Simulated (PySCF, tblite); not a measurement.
# Si₄NH₁₁: geometry, infrared bands and NMR shifts

Aim: predict the infrared bands and NMR shifts of Si₄NH₁₁ (`[SiH3]N[SiH]([SiH3])[SiH3]`).

Programs: tblite 0.8.0 and PySCF 2.14.0, with density-fitted response routines of our own. Each step states its level of theory. These are calculated values for one molecule in the gas phase, unless marked as measured. Atoms count from 0, in the outputs and in this text.

**1. The molecule as given**

16 atoms, charge 0, multiplicity 1; geometry from: force field or distance geometry start.

Bonds of the start (Å): Si0–N1 1.70, N1–Si2 1.68, Si2–Si3 2.34, Si2–Si4 2.34, Si0–H5 1.48, Si0–H6 1.47, Si0–H7 1.48, N1–H8 1.02, Si2–H9 1.49, Si3–H10 1.49, Si3–H11 1.50, Si3–H12 1.48, Si4–H13 1.50, Si4–H14 1.50, Si4–H15 1.49.

**2. Optimising the geometry with GFN2-xTB**

What the job is given:

```
{"job": {"kind": "relax", "xc": "GFN2-xTB", "basis": "xTB"}, "charge": 0, "multiplicity": 1}
Si     1.779500    -1.088600     0.943400
N      1.336400    -0.851800    -0.684600
Si    -0.062400     0.058300    -0.917100
Si    -2.072700    -0.738200    -0.025300
Si    -0.051100     2.292600    -0.238300
H      1.934300     0.224600     1.603800
H      3.033400    -1.849700     0.950100
H      0.712300    -1.878200     1.593400
H      1.275200    -1.761300    -1.136200
H     -0.243100     0.037100    -2.391800
H     -2.012700    -0.678600     1.465700
H     -2.255900    -2.169800    -0.418000
H     -3.231300     0.056400    -0.492100
H      1.131700     3.002900    -0.817200
H     -1.293600     2.985700    -0.698200
H      0.012400     2.367500     1.250900
```

Run with:

```bash
$ OMP_NUM_THREADS=1 python probes_run.py task.json out
```

This one command runs all jobs of the session in turn.

**Question.** This job is followed by: GFN2-xTB harmonic vibrations, gas phase; GIAO PBE0/pcSseg-1 NMR shielding, non-relativistic, gas phase. Predict these results of the whole session: strongest single infrared mode (GFN2-xTB); zero-point energy (GFN2-xTB); ¹H shifts against TMS (PBE0/pcSseg-1, means over atoms taken as alike); ²⁹Si shifts against TMS (PBE0/pcSseg-1, means over atoms taken as alike); ¹⁵N shifts against NH3 (PBE0/pcSseg-1).

As calculated:

```
                                                                quantity                        value
                               strongest single infrared mode (GFN2-xTB)         773 cm⁻¹, 999 km/mol
                                            zero-point energy (GFN2-xTB)                59.6 kcal/mol
  ¹H shifts against TMS (PBE0/pcSseg-1, means over atoms taken as alike)  5.68, 4.71, 3.56, -0.74 ppm
²⁹Si shifts against TMS (PBE0/pcSseg-1, means over atoms taken as alike)     -40.9, -56.4, -119.9 ppm
                                  ¹⁵N shifts against NH3 (PBE0/pcSseg-1)                    -14.8 ppm
```

In words: The optimisation took 75 steps and gained 0.476 eV; among the close pairs (by a distance rule), N1–Si2 changed most, from 1.685 to 1.753 Å. No mode is imaginary among the 42: a minimum at this level. The strongest single mode, at 773 cm⁻¹, has its largest shares on H10, H12, H15 and H11 (the list is cut at 4 atoms). GFN2-xTB is a fitted tight-binding method: band positions and strengths are rough. Its intensities can rank the bands wrongly. At PBE0/pcSseg-1: The largest span, 159 ppm, is at Si2, where the paramagnetic term is -490 ppm.
